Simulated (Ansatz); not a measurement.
Below is the output of a Python script on the Ansatz DFT code, driven from Python that makes a single point of GaGe3, space group Fm-3m. Write a script that gives it. Settings: PBEsol, PAW, cutoff 420 eV, 4×4×4 k-points, tetrahedron smearing of 0.1 eV.

Input file `gage3.extxyz`:
```text
4
Lattice="0.0 3.387167 3.387167 3.387167 0.0 3.387167 3.387167 3.387167 0.0" Properties=species:S:1:pos:R:3 pbc="T T T"
Ga    0.00000000    0.00000000    0.00000000
Ge    1.69358350    1.69358350    1.69358350
Ge    5.08075050    5.08075050    5.08075050
Ge    3.38716700    3.38716700    3.38716700
```

```console
$ python scf_gage3.py
DeckWarning: crystal.symmetry: narrowed to the stabiliser of the k-point mesh — unitary ops 48 → 12; excluded 36 operations that carry a point of the 4×4×4 mesh (shift [0.5, 0.5, 0.5]) off the mesh (the run samples exactly the mesh kpoints.mp_grid names, as under crystal.symmetry.detect: false, and its converged state has the mesh's symmetry, not the crystal's; ε∞, the Born charges and the force constants of a linear response (`dielectric:` by the response, `phonons.method: dfpt`) are averaged [...]
  iteration   7  F = -16502.704066 eV  residual 8.74e-08
F = E - TS               -16502.70407 eV
E                        -16502.69846 eV
Harris-Foulkes           -16502.70407 eV
Fermi level                  10.32950 eV
band  energy (eV)  occupation, at k = [0.125, 0.125, 0.125]
   1     -14.4785    2.0000
   2     -14.4768    2.0000
   3     -14.4768    2.0000
   4     -14.4696    2.0000
   5     -14.4696    2.0000
   6     -14.4432    2.0000
   7     -14.4432    2.0000
   8     -14.4378    2.0000
   9     -14.4072    2.0000
  10     -14.4072    2.0000
  11     -14.4065    2.0000
  12     -14.4065    2.0000
  13     -14.3954    2.0000
  14     -14.3877    2.0000
  15     -14.3877    2.0000
  16      -4.6571    2.0000
  17      -4.6571    2.0000
  18      -4.6496    2.0000
  19      -4.6292    2.0000
  20      -4.6292    2.0000
  21      -2.1628    2.0000
  22       4.0899    2.0000
  23       5.1098    2.0000
  24       7.7633    2.0000
  25       8.0752    2.0000
  26       8.0752    2.0000
  27       8.2857    2.0000
  28       9.4914    2.0729
  29       9.4914    2.0729
  30      10.2557    0.1280
  31      10.2557    0.1280
  32      10.7057    0.0000
  33      11.7419    0.0000
  34      15.5650    0.0000
  35      15.5650    0.0000
  36      18.6434    0.0000
Bader charge Ga +0.178 e
Bader charge Ge -0.079 e
Bader charge Ge -0.079 e
Bader charge Ge -0.019 e
```
(Warnings from the package without file and line, shortened.)

The script that was run (others could print the same):

`scf_gage3.py`
```python
import ansatz as az

crystal = az.Crystal.from_extxyz('gage3.extxyz')

setup = (
    crystal.calculation()
    .functional(az.Functional.PBESOL)
    .basis(420)
    .kpoints(4, shift=0.5)
    .occupations('tetrahedron')
    .scf(extra_bands=8)
    .band_table()
    .bader_charges()
)
def show(event):
    row = event['data']
    if event['event'] == 'scf_iter' and row.get('free_energy_ev') is not None:
        print(f'  iteration {row["iter"]:3d}  F = {row["free_energy_ev"]:.6f} eV  residual {row["dr2_ev"]:.2e}')


outcome = setup.session().plan().execute(on_event=show)
report = outcome.report

print('%-22s %14.5f eV' % ('F = E - TS', report['free_energy_ev']))
print('%-22s %14.5f eV' % ('E', report['internal_energy_ev']))
print('%-22s %14.5f eV' % ('Harris-Foulkes', report['harris_foulkes_ev']))
print('%-22s %14.5f eV' % ('Fermi level', report['fermi_energy_ev']))

print('band  energy (eV)  occupation, at k =', report['kpoints_frac'][0])
for band, (e, occ) in enumerate(zip(report['eigenvalues_ev'][0], report['occupations'][0]), start=1):
    print(f'{band:4d} {e:12.4f} {occ:9.4f}')

charges = outcome.bader_charges()
for atom in charges.atoms:
    print(f'Bader charge {atom.symbol:2s} {atom.partial_charge_e:+.3f} e')
```

These settings explore the input space; cutoff and mesh may be short of convergence. For a metal this k-point mesh is coarse: on a finer one energies can move by several to tens of meV an atom and pressures by half a GPa or more, differences at one mesh by less. The zero of the levels is a convention of the potentials, so an absolute Fermi energy is no work function. This cell is a computed structure, which may not be the phase found in nature. Gaps and levels are Kohn-Sham values on a finite set of k-points, without spin-orbit coupling. Cost: of the order of 15 core-seconds.

(Lines on the test bed's own set-up are left out of the output.)
